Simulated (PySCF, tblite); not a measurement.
**C₅H₉BOS₂: infrared bands and NMR shifts**

Wanted: the infrared bands and NMR shifts of C₅H₉BOS₂ (`C=CC[C@H]1CSB(O)S1`), by calculation.

Computed with tblite 0.8.0 and PySCF 2.14.0, with density-fitted response routines of our own, on a single molecule in the gas phase. Atoms are numbered from 0 throughout.

### 1 The molecule as given

18 atoms, charge 0, multiplicity 1; geometry from: GFN2-xTB.

Bonds of the start (Å): C0–C1 1.32, C1–C2 1.50, C2–C3 1.53, C3–C4 1.52, C4–S5 1.83, S5–B6 1.83, B6–O7 1.33, B6–S8 1.81, S8–C3 1.86, C0–H9 1.08, C0–H10 1.08, C1–H11 1.08, C2–H12 1.09, C2–H13 1.09, C3–H14 1.09, C4–H15 1.09, C4–H16 1.09, O7–H17 0.96.

### 2 Harmonic vibrations with GFN2-xTB

Job settings and geometry (Å):

```
{"job": {"kind": "ir", "xc": "GFN2-xTB", "basis": "xTB"}, "charge": 0, "multiplicity": 1}
C     -3.298837     0.080942    -0.888069
C     -2.132279    -0.500417    -0.686556
C     -1.117230    -0.033065     0.308546
C      0.218890     0.280165    -0.363760
C      1.199084     0.911491     0.606054
S      2.882651     0.931227    -0.107756
B      2.678193    -0.643548    -1.011059
O      3.657399    -1.322141    -1.603022
S      0.982514    -1.263421    -1.053341
H     -4.000072    -0.290174    -1.615232
H     -3.607978     0.949386    -0.328458
H     -1.836047    -1.368425    -1.258896
H     -1.476488     0.864733     0.817648
H     -0.955185    -0.815647     1.054974
H      0.059596     0.940523    -1.221887
H      0.929844     1.943630     0.827124
H      1.249856     0.341988     1.536318
H      4.557332    -1.000928    -1.553804
```

**Question.** This job is followed by: GIAO PBE0/pcSseg-1 NMR shielding, non-relativistic, gas phase. Predict these results of the whole session: strongest single infrared mode (GFN2-xTB); zero-point energy (GFN2-xTB); 13C shifts against TMS (PBE0/pcSseg-1); 1H shifts against TMS (PBE0/pcSseg-1); 33S shifts against CS2 (PBE0/pcSseg-1); 11B shifts against BF3·OEt2 (PBE0/pcSseg-1); 17O shifts against H2O (PBE0/pcSseg-1).

**Answer**, as computed:

| quantity | value |
| --- | --- |
| strongest single infrared mode (GFN2-xTB) | 962 cm⁻¹, 374 km/mol |
| zero-point energy (GFN2-xTB) | 84.9 kcal/mol |
| 13C shifts against TMS (PBE0/pcSseg-1) | 147.1, 121.7, 63.9, 47.2, 46.4 ppm |
| 1H shifts against TMS (PBE0/pcSseg-1) | 6.37, 5.42, 5.32, 5.16, 3.56, 2.98, 2.91, 2.52, 2.25 ppm |
| 33S shifts against CS2 (PBE0/pcSseg-1) | 28, -7 ppm |
| 11B shifts against BF3·OEt2 (PBE0/pcSseg-1) | 47.0 ppm |
| 17O shifts against H2O (PBE0/pcSseg-1) | 137.9 ppm |

**Reading.** All 48 modes are real, so the xTB geometry is a minimum. The strongest single mode, at 962 cm⁻¹, moves mainly H17 and B6. GFN2-xTB is a fitted tight-binding method: band positions and strengths are rough. Its intensities can rank the bands wrongly. C1 (alkene CH) lies farthest downfield among carbon, at 147.1 ppm; the olefinic region. The most deshielded hydrogen is H11 (hydrogen on an alkene CH), at 6.37 ppm: a vinylic proton, deshielded by the sp2 carbon and the C=C anisotropy.
